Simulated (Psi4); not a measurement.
**CH7BSi2 (SMILES CB1[SiH2][SiH2]1): CCSD(T)/6-31G(d) (spherical functions)**

What is the energy change on altering one bond length of CH7BSi2 at CCSD(T)/6-31G* (spherical functions)? 

The results are computed with Psi4 1.11.

1 further run of the same task is left out (set aside as unsound or not needed). Runs told in other sessions of the task aren't counted.

### 1 Starting point

CH7BSi2 has 11 atoms, charge 0, and is taken as a singlet. As SMILES, `CB1[SiH2][SiH2]1`. The coordinates come from a PBE0-D4/def2-TZVP relaxation.

Bond lengths: C1–B2 1.566 Å, B2–Si3 1.907 Å, B2–Si4 1.907 Å, C1–H5 1.092 Å, C1–H6 1.099 Å, C1–H7 1.092 Å, Si3–H8 1.482 Å, Si3–H9 1.489 Å, Si4–H10 1.489 Å, Si4–H11 1.482 Å. Some angles: C1–B2–Si3 130.2°, C1–B2–Si4 130.2°, Si3–B2–Si4 83.2°, B2–C1–H5 114.1°, B2–C1–H6 106.3°, B2–C1–H7 114.1°, B2–Si3–H8 124.3°, B2–Si3–H9 125.0°, B2–Si4–H10 124.9°, B2–Si4–H11 124.3°. A long bond or contact: Si3–Si4 2.531 Å.

### 2 The energy at CCSD(T)/6-31G(d) (spherical functions)

The input, calc.dat:

```
memory 2200 MB

molecule {
  0 1
  C     -0.263900     1.793500     0.099500
  B     -0.450600     0.243000    -0.016600
  Si     0.018800    -1.148600     1.199400
  Si     0.210300    -0.982900    -1.318800
  H      0.165600     2.121800     1.048800
  H     -1.271300     2.229100     0.051100
  H      0.301000     2.238000    -0.723000
  H     -0.479200    -2.541300     1.107000
  H      0.876900    -0.975400     2.403900
  H      1.239000    -0.662800    -2.346600
  H     -0.281200    -2.371200    -1.484200
  symmetry c1
  no_reorient
  no_com
}

set {
  basis 6-31G*
  puream true
  e_convergence 1e-09
  d_convergence 1e-08
  scf_type pk
  num_frozen_docc 12
}

energy_value, wavefunction = energy('ccsd(t)', return_wfn=True)
print_variables()
```

Launch:

```console
$ psi4 calc.dat calc.out -n 1
```

calc.out:

```text
[...]
  Running in c1 symmetry.
[...]
  Nuclear repulsion =  181.476428428229070
[...]
  Multiplicity = 1
[...]
  Nalpha       = 23
  Nbeta        = 23
[...]
    Number of basis functions: 78
[...]
   @RHF iter   1:  -644.26603714961186   -6.81245e-01   4.33320e-03 DIIS/ADIIS
[...]
   @RHF iter  12:  -644.36150571200972   -1.37561e-11   6.69625e-09 DIIS
[...]
    Orbital Energies [Eh]
    ---------------------
    Doubly Occupied:
       1A    -68.755689     2A    -68.755670     3A    -11.201292
       4A     -7.594951     5A     -6.122414     6A     -6.122347
       7A     -4.228057     8A     -4.227838     9A     -4.226605
      10A     -4.226555    11A     -4.225903    12A     -4.225842
      13A     -0.949263    14A     -0.786289    15A     -0.662865
      16A     -0.591328    17A     -0.556436    18A     -0.548816
      19A     -0.515657    20A     -0.469577    21A     -0.469521
      22A     -0.359049    23A     -0.294599
[...]
  @RHF Final Energy:  -644.36150571200972
   => Energetics <=
    Nuclear Repulsion Energy =            181.4764284282290703
    One-Electron Energy =               -1251.4427448188862400
    Two-Electron Energy =                 425.6048106786473681
    Total Energy =                       -644.3615057120097163
[...]
 Multipole Moments:
 ------------------------------------------------------------------------------------
     Multipole            Electronic (a.u.)      Nuclear  (a.u.)        Total (a.u.)
 ------------------------------------------------------------------------------------
 L = 1.  Multiply by 2.5417464519 to convert [e a0] to [Debye]
 Dipole X            :          0.0975100           -0.1477766           -0.0502665
 Dipole Y            :         33.7763976          -33.6877697            0.0886279
 Dipole Z            :          2.0812912           -2.0798326            0.0014587
 Magnitude           :                                                    0.1019007
[...]
      * MP2 total energy                      = -644.738886996085057
[...]
      * CCSD total energy                     = -644.794507329251360
[...]
      * CCSD(T) total energy                  = -644.811391742111823
[...]
```

It took 11 s on 1 thread of Intel Xeon 6975P-C (Granite Rapids), shared host; peak memory 0.43 GiB.

### 3 The distorted shape at the same level

The input, ch7bsi2.py:

```python
import psi4

psi4.set_memory('2200 MB')
psi4.set_num_threads(1)
psi4.set_output_file('run.log', False)

molecule = psi4.geometry("""
0 1
C
B 1 1.56601
Si 2 1.90671 1 130.23951
Si 2 1.906658 1 130.23309 3 -120.77895
H 1 1.092438 2 114.13197 4 -123.68006
H 1 1.09861 5 106.23887 2 116.74559
H 1 1.092336 5 109.19011 6 114.19403
H 3 1.481943 2 124.29123 1 165.73059
H 3 2.6802 8 110.69604 4 -144.61724
H 4 1.48898 2 124.93817 1 11.18595
H 4 1.481994 10 110.70012 2 177.3169
symmetry c1
no_reorient
no_com
""")

psi4.set_options({
    'basis': '6-31G*',
    'reference': 'rhf',
    'puream': True,
    'e_convergence': 1e-09,
    'd_convergence': 1e-08,
    'scf_type': 'pk',
    'num_frozen_docc': 12,
})

E = psi4.energy('ccsd(t)')
print(f'ccsd(t) energy: {E:.10f} Eh')
for k, v in sorted(psi4.core.scalar_variables().items()):
    print(f'{k:45s} {v:18.10f}')
```

Launch:

```console
$ python ch7bsi2.py
```

run.log:

```text
[...]
  Running in c1 symmetry.
[...]
  Nuclear repulsion =  178.284460021268046
[...]
  Multiplicity = 1
[...]
  Nalpha       = 23
  Nbeta        = 23
[...]
    Number of basis functions: 78
[...]
   @RHF iter   1:  -644.11346168220518   -7.67657e-01   4.48603e-03 ADIIS/DIIS
[...]
   @RHF iter  13:  -644.22493711692812   -1.94404e-11   9.46226e-09 DIIS
[...]
    Orbital Energies [Eh]
    ---------------------
    Doubly Occupied:
       1A    -68.812810     2A    -68.777681     3A    -11.210528
       4A     -7.617712     5A     -6.170660     6A     -6.144260
       7A     -4.275435     8A     -4.274336     9A     -4.273470
      10A     -4.249786    11A     -4.248328    12A     -4.247800
      13A     -0.959525    14A     -0.801032    15A     -0.660041
      16A     -0.600159    17A     -0.565453    18A     -0.558062
      19A     -0.507484    20A     -0.485085    21A     -0.405509
      22A     -0.327580    23A     -0.304000
[...]
  @RHF Final Energy:  -644.22493711692812
   => Energetics <=
    Nuclear Repulsion Energy =            178.2844600212680461
    One-Electron Energy =               -1244.0653211816836574
    Two-Electron Energy =                 421.5559240434873800
    Total Energy =                       -644.2249371169281176
[...]
 Multipole Moments:
 ------------------------------------------------------------------------------------
     Multipole            Electronic (a.u.)      Nuclear  (a.u.)        Total (a.u.)
 ------------------------------------------------------------------------------------
 L = 1.  Multiply by 2.5417464519 to convert [e a0] to [Debye]
 Dipole X            :          0.8494788           -0.8356964            0.0137824
 Dipole Y            :          2.5008255           -1.3756377            1.1251877
 Dipole Z            :          2.5303489           -2.4544799            0.0758690
 Magnitude           :                                                    1.1278269
[...]
      * MP2 total energy                      = -644.620642341990902
[...]
      * CCSD total energy                     = -644.690982479260924
[...]
      * CCSD(T) total energy                  = -644.714047476448059
```

The script printed:

```text
ccsd(t) energy: -644.7140474764 Eh
(T) CORRECTION ENERGY                              -0.0230649972
CC D1 DIAGNOSTIC                                    0.0927118255
CC D2 DIAGNOSTIC                                    0.3697505489
CC NEW D1 DIAGNOSTIC                                0.0927118255
CC T1 DIAGNOSTIC                                    0.0242787565
CCSD CORRELATION ENERGY                            -0.4660453623
CCSD DOUBLES ENERGY                                -0.4660453623
CCSD ITERATIONS                                    19.0000000000
CCSD OPPOSITE-SPIN CORRELATION ENERGY              -0.3862113647
CCSD SAME-SPIN CORRELATION ENERGY                  -0.0798339976
CCSD SINGLES ENERGY                                 0.0000000000
CCSD TOTAL ENERGY                                -644.6909824793
CCSD(T) CORRELATION ENERGY                         -0.4891103595
CCSD(T) TOTAL ENERGY                             -644.7140474764
CURRENT CORRELATION ENERGY                         -0.4891103595
CURRENT ENERGY                                   -644.7140474764
CURRENT REFERENCE ENERGY                         -644.2249371169
DD SOLVATION ENERGY                                 0.0000000000
HF KINETIC ENERGY                                 644.3626774752
HF POTENTIAL ENERGY                             -1288.5876145922
HF TOTAL ENERGY                                  -644.2249371169
HF VIRIAL RATIO                                     1.9997862378
MP2 CORRELATION ENERGY                             -0.3957052251
MP2 DOUBLES ENERGY                                 -0.3957052251
MP2 OPPOSITE-SPIN CORRELATION ENERGY               -0.3126236601
MP2 SAME-SPIN CORRELATION ENERGY                   -0.0830815649
MP2 SINGLES ENERGY                                 -0.0000000000
MP2 TOTAL ENERGY                                 -644.6206423420
NUCLEAR REPULSION ENERGY                          178.2844600213
ONE-ELECTRON ENERGY                             -1244.0653211817
PCM POLARIZATION ENERGY                             0.0000000000
PE ENERGY                                           0.0000000000
SCF ITERATION ENERGY                             -644.2249371169
SCF ITERATIONS                                     13.0000000000
SCF TOTAL ENERGY                                 -644.2249371169
TWO-ELECTRON ENERGY                               421.5559240435
```

It took 11 s on 1 thread of Intel Xeon 6975P-C (Granite Rapids), shared host; peak memory 0.43 GiB.

### 4 Summary of results

At CCSD(T)/6-31G* (spherical functions), 12 core orbitals frozen:

```
                                                          quantity          value
                                         first shape: total energy  -644.81139 Eh
                  first shape: HOMO energy (Hartree–Fock orbitals)       -8.02 eV
                  first shape: LUMO energy (Hartree–Fock orbitals)        1.97 eV
                first shape: HOMO–LUMO gap (Hartree–Fock orbitals)        9.99 eV
         first shape: correlation energy (12 core orbitals frozen)     -449.9 mEh
                                       first shape: (T) correction     -16.88 mEh
                                        first shape: T1 diagnostic          0.016
                                     distorted shape: total energy  -644.71405 Eh
              distorted shape: HOMO energy (Hartree–Fock orbitals)       -8.27 eV
              distorted shape: LUMO energy (Hartree–Fock orbitals)        0.10 eV
            distorted shape: HOMO–LUMO gap (Hartree–Fock orbitals)        8.37 eV
     distorted shape: correlation energy (12 core orbitals frozen)     -489.1 mEh
                                   distorted shape: (T) correction     -23.06 mEh
                                    distorted shape: T1 diagnostic          0.024
energy change with the Si3–H9 bond stretched from 1.489 to 2.680 Å       2.649 eV
```

**Reading.** One bond (distorted shape) is far stretched, which a spin-restricted single reference describes badly; perturbation theory on it can break down and give far too much correlation. With the Si3–H9 bond stretched from 1.489 to 2.680 Å the energy rises by 2.65 eV (61 kcal/mol). The first shape isn't relaxed at this level, so the change isn't measured from a minimum. A restricted reference can't describe the breaking bond well at this length. With no_com the log's rotational constants are taken about the origin, not the centre of mass, so they aren't the molecule's. The triples (first shape) make up 3.8 % of the correlation energy. The T1 diagnostic (distorted shape) of 0.024 is above the customary mark for such species, so a single reference may not serve. The triples (distorted shape) make up 4.7 % of the correlation energy.
